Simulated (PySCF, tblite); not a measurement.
# C₅H₇OP₂−: infrared bands and NMR shifts

Aim: predict the infrared bands and NMR shifts of C₅H₇OP₂− (`COc1pc[p-]c1C`).

Programs: tblite 0.8.0 and PySCF 2.14.0, with density-fitted response routines of our own. Each step states its level of theory. These are calculated values for one molecule in the gas phase, unless marked as measured. Atoms count from 0, in the outputs and in this text.

**1. The starting structure**

15 atoms, charge -1, multiplicity 1; geometry from: GFN2-xTB.

Bonds of the start (Å): C0–O1 1.39, O1–C2 1.39, C2–P3 1.76, P3–C4 1.73, C4–P5 1.72, P5–C6 1.76, C6–C7 1.50, C6–C2 1.38, C0–H8 1.09, C0–H9 1.10, C0–H10 1.10, C4–H11 1.08, C7–H12 1.09, C7–H13 1.09, C7–H14 1.09.

**2. Vibrational analysis with GFN2-xTB**

What the job is given:

```
{"job": {"kind": "ir", "xc": "GFN2-xTB", "basis": "xTB"}, "charge": -1, "multiplicity": 1}
C     -2.154005    -1.163361     0.132016
O     -0.764585    -1.111237     0.170017
C     -0.233987     0.158223    -0.036855
P     -1.207053     1.594677    -0.326803
C      0.179662     2.614913    -0.461237
P      1.746591     1.922407    -0.282971
C      1.136457     0.298315    -0.014539
C      2.036340    -0.881052     0.225073
H     -2.442532    -2.202981     0.307867
H     -2.598036    -0.517495     0.902361
H     -2.537937    -0.827570    -0.841442
H      0.055053     3.672778    -0.653354
H      3.078636    -0.564504     0.222042
H      1.808090    -1.347803     1.186045
H      1.892892    -1.637319    -0.550130
```

**Question.** This job is followed by: GIAO PBE0/pcSseg-1 NMR shielding, non-relativistic, gas phase. What will the session give for the following? strongest single infrared mode (GFN2-xTB); zero-point energy (GFN2-xTB); ¹³C shifts against TMS (PBE0/pcSseg-1); ¹H shifts against TMS (PBE0/pcSseg-1, means over atoms taken as alike); ¹⁷O shifts against H2O (PBE0/pcSseg-1); ³¹P shifts against H3PO4 (PBE0/pcSseg-1).

As calculated:

| quantity | value |
| --- | --- |
| strongest single infrared mode (GFN2-xTB) | 1134 cm⁻¹, 148 km/mol |
| zero-point energy (GFN2-xTB) | 67.3 kcal/mol |
| ¹³C shifts against TMS (PBE0/pcSseg-1) | 188.6, 151.0, 134.7, 61.2, 17.0 ppm |
| ¹H shifts against TMS (PBE0/pcSseg-1, means over atoms taken as alike) | 7.56, 4.02, 2.45 ppm |
| ¹⁷O shifts against H2O (PBE0/pcSseg-1) | 103.1 ppm |
| ³¹P shifts against H3PO4 (PBE0/pcSseg-1) | 162.6, 102.7 ppm |

In words: All 39 modes are real, so the xTB geometry is a minimum. GFN2-xTB is a fitted tight-binding method: band positions and strengths are rough. Its intensities can rank the bands wrongly. At PBE0/pcSseg-1: The widest tensor belongs to P3: span 388 ppm, with a paramagnetic part of -755 ppm. NICS(1)zz of -27 ppm above the planar ring from C2 marks a diatropic (aromatic) ring current.
